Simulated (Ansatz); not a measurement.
# Ru3N: the cost of one run

Program: Ansatz 0.2.0. Level of theory: reference: DFT r2SCAN, plane waves, PAW, scalar-relativistic, no spin polarisation. These are calculated values, not measurements.

1 further run of the same task is left out (it didn't finish).

## Step 1: Starting point

Symmetry: P6_322, No. 182, hexagonal system. The conventional cell has a = 4.938 Å, b = 4.938 Å, c = 4.614 Å, α = 90.00°, β = 90.00°, γ = 120.00°. Ru (site symmetry 2) has 2 N at 2.01 Å as nearest neighbours. N (site symmetry 32) is surrounded by 6 Ru at 2.01 Å.

Coordinates:

```xyz
8
Lattice="4.9378 0.0000 0.0000 -2.4689 4.2762 0.0000 0.0000 0.0000 4.6141" Properties=species:S:1:pos:R:3 pbc="T T T"
Ru   -0.8229    1.4253    1.1535
Ru    1.6460    2.8510    1.1535
Ru    1.6458    0.0000    1.1535
Ru    3.2920    0.0000    3.4606
Ru    0.8229    1.4253    3.4606
Ru   -1.6460    2.8510    3.4606
N     0.0000    0.0000    0.0000
N    -0.0002    2.8510    2.3070
```

## Step 2: Baseline

The input, input.yaml:

```yaml
crystal:
  lattice:
    - [4.93776944, 0.0, 0.0]
    - [-2.46888472, 4.27623712, 0.0]
    - [0.0, 0.0, 4.61408523]
  atoms:
    - { symbol: Ru, position: [0.0, 0.3333, 0.25] }
    - { symbol: Ru, position: [0.6667, 0.6667, 0.25] }
    - { symbol: Ru, position: [0.3333, 0.0, 0.25] }
    - { symbol: Ru, position: [0.6667, 0.0, 0.75] }
    - { symbol: Ru, position: [0.3333, 0.3333, 0.75] }
    - { symbol: Ru, position: [0.0, 0.6667, 0.75] }
    - { symbol: "N", position: [0.0, 0.0, 0.0] }
    - { symbol: "N", position: [0.3333, 0.6667, 0.5] }
  symmetry: { tolerance: 0.0003 }
kpoints:
  mp_grid: { grid: [4, 4, 4], shift: [0, 0, 0] }
magnetization:
  spin_polarized: false
scf:
  occupations: { method: fermi_dirac, width: 0.0348 }
hamiltonian:
  pseudopotentials: { kind: paw }
  xc: r2scan
basis:
  ecutwfc: 500
output:
  forces: true
  stress: true
  eigenvalues: true
```

Command:

```console
> ansatz run input.yaml --threads 1 --pin off --max-ram 2560MiB --backend cpu --events-out ev --progress --plain --runs-dir out
```

**Question.** How long does this run take on 1 thread of Arm Neoverse V2, shared host, and how much memory does it need?

About 13 s, with a peak of 0.56 GiB.
